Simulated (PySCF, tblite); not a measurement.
# C₅H₁₃NSi: geometry, infrared bands and NMR shifts

Aim: predict the infrared bands and NMR shifts of C₅H₁₃NSi (`C=CC[SiH2]N(C)C`).

Computed with tblite 0.8.0 and PySCF 2.14.0, with density-fitted response routines of our own, on a single molecule in the gas phase. Atoms are numbered from 0 throughout.

**1. The molecule as given**

20 atoms, charge 0, multiplicity 1; geometry from: force field or distance geometry start.

Bonds of the start (Å): C0–C1 1.36, C1–C2 1.45, C2–Si3 1.87, Si3–N4 1.77, N4–C5 1.45, N4–C6 1.44, C0–H7 1.09, C0–H8 1.08, C1–H9 1.12, C2–H10 1.13, C2–H11 1.11, Si3–H12 1.45, Si3–H13 1.48, C5–H14 1.11, C5–H15 1.10, C5–H16 1.12, C6–H17 1.13, C6–H18 1.10, C6–H19 1.11.

**2. Relaxing the molecule with GFN2-xTB**

What the job is given:

```
{"job": {"kind": "relax", "xc": "GFN2-xTB", "basis": "xTB"}, "charge": 0, "multiplicity": 1}
C      3.628200     0.054800     0.310300
C      2.327100     0.276600     0.634500
C      1.302100     0.643000    -0.321500
Si    -0.009200    -0.687700    -0.275800
N     -1.656700    -0.065800    -0.495900
C     -1.915200     1.136800     0.273700
C     -2.573100    -1.069000    -0.005400
H      4.362700    -0.214700     1.072800
H      3.870900     0.174100    -0.737700
H      2.014500     0.164600     1.702400
H      1.748300     0.643200    -1.359100
H      0.875800     1.659100    -0.203400
H      0.311300    -1.654000    -1.308600
H      0.029800    -1.310300     1.071200
H     -2.796100     1.024100     0.944100
H     -2.099400     2.017900    -0.358800
H     -1.014500     1.272200     0.926300
H     -3.341500    -0.633800     0.697800
H     -3.067600    -1.621200    -0.819200
H     -2.002600    -1.799400     0.610300
```

Command:

```bash
$ OMP_NUM_THREADS=1 python probes_run.py task.json out
```

The driver reads the jobs from task.json and runs them one after another.

**Question.** This job is followed by: GFN2-xTB harmonic vibrations, gas phase; GIAO PBE0/pcSseg-1 NMR shielding, non-relativistic, gas phase. What will the session give for the following? strongest single infrared mode (GFN2-xTB); zero-point energy (GFN2-xTB); ¹³C shifts against TMS (PBE0/pcSseg-1, means over atoms taken as alike); ¹H shifts against TMS (PBE0/pcSseg-1, means over atoms taken as alike); ²⁹Si shifts against TMS (PBE0/pcSseg-1); ¹⁵N shifts against NH3 (PBE0/pcSseg-1).

**Answer**, as computed:

```
                                                               quantity                                   value
                              strongest single infrared mode (GFN2-xTB)                   2127 cm⁻¹, 381 km/mol
                                           zero-point energy (GFN2-xTB)                          104.4 kcal/mol
¹³C shifts against TMS (PBE0/pcSseg-1, means over atoms taken as alike)            140.8, 120.6, 40.9, 25.1 ppm
 ¹H shifts against TMS (PBE0/pcSseg-1, means over atoms taken as alike)  6.06, 5.40, 5.23, 4.61, 2.53, 1.98 ppm
                                ²⁹Si shifts against TMS (PBE0/pcSseg-1)                               -25.9 ppm
                                 ¹⁵N shifts against NH3 (PBE0/pcSseg-1)                                14.3 ppm
```

Relaxing lowered the energy by 1.197 eV in 182 steps; the close pair that moved most is Si3–N4, from 1.775 to 1.720 Å. No mode is imaginary among the 54: a minimum at this level. The strongest single mode, at 2127 cm⁻¹, moves mainly H13. GFN2-xTB is a fitted tight-binding method: band positions and strengths are rough. Its intensities can rank the bands wrongly. The most deshielded carbon is C1 (alkene CH), at 140.8 ppm: an sp2 carbon of a C=C bond. H9 (hydrogen on an alkene CH) lies farthest downfield among hydrogen, at 6.06 ppm; attached to an sp2 carbon and in the plane of the double bond. At PBE0/pcSseg-1: The largest span, 241 ppm, is at C1, where the paramagnetic term is -210 ppm.
